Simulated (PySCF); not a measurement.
# C2H7NSi3: the cost of one run

Computed with PySCF 2.14.0, with density-fitted response routines of our own, on a single molecule in the gas phase. Atoms are numbered from 0 throughout.

### 1 Starting geometry

13 atoms, charge 0, multiplicity 1; geometry from: GFN2-xTB. The atoms were then displaced at random by about 0.01 Å, so the start is not that level's minimum.

Bonds of the start (Å): N0–C1 1.12, C1–Si2 1.85, Si2–C3 1.96, C3–Si4 1.90, Si4–Si5 2.36, Si5–Si2 2.36, Si2–H6 1.46, C3–H7 1.10, C3–H8 1.10, Si4–H9 1.45, Si4–H10 1.47, Si5–H11 1.46, Si5–H12 1.46.

### 2 Geometry optimisation at PBE0-D3(BJ)/def2-SVP

Job settings and geometry (Å):

```
{"job": {"xc": "PBE0", "basis": "def2-SVP", "d3": "d3bj", "grid": 1, "shake": 0.01, "kind": "geom"}, "charge": 0, "multiplicity": 1}
N     -3.128630     1.009430    -1.396690
C     -2.399860     0.697290    -0.606340
Si    -1.119270     0.213290     0.641170
C     -0.117170    -1.310890    -0.064130
Si     1.608200    -0.611780    -0.448060
Si     0.896790     1.438000     0.481740
H     -1.898380    -0.079790     1.841970
H     -0.615060    -1.728640    -0.948170
H     -0.112510    -2.122990     0.680850
H      1.911140    -0.665520    -1.860810
H      2.651280    -1.381170     0.247610
H      0.884700     2.645980    -0.335730
H      1.444590     1.879910     1.756270
```

Run with:

```bash
OMP_NUM_THREADS=1 python probes_run.py task.json out
```

One launch serves the whole session: the jobs run in the order shown.

**Question.** How long does this first job take on 1 thread of Arm Neoverse V1, shared host, and how much memory does it need?

About 2.4 min, with a peak of 0.52 GiB.
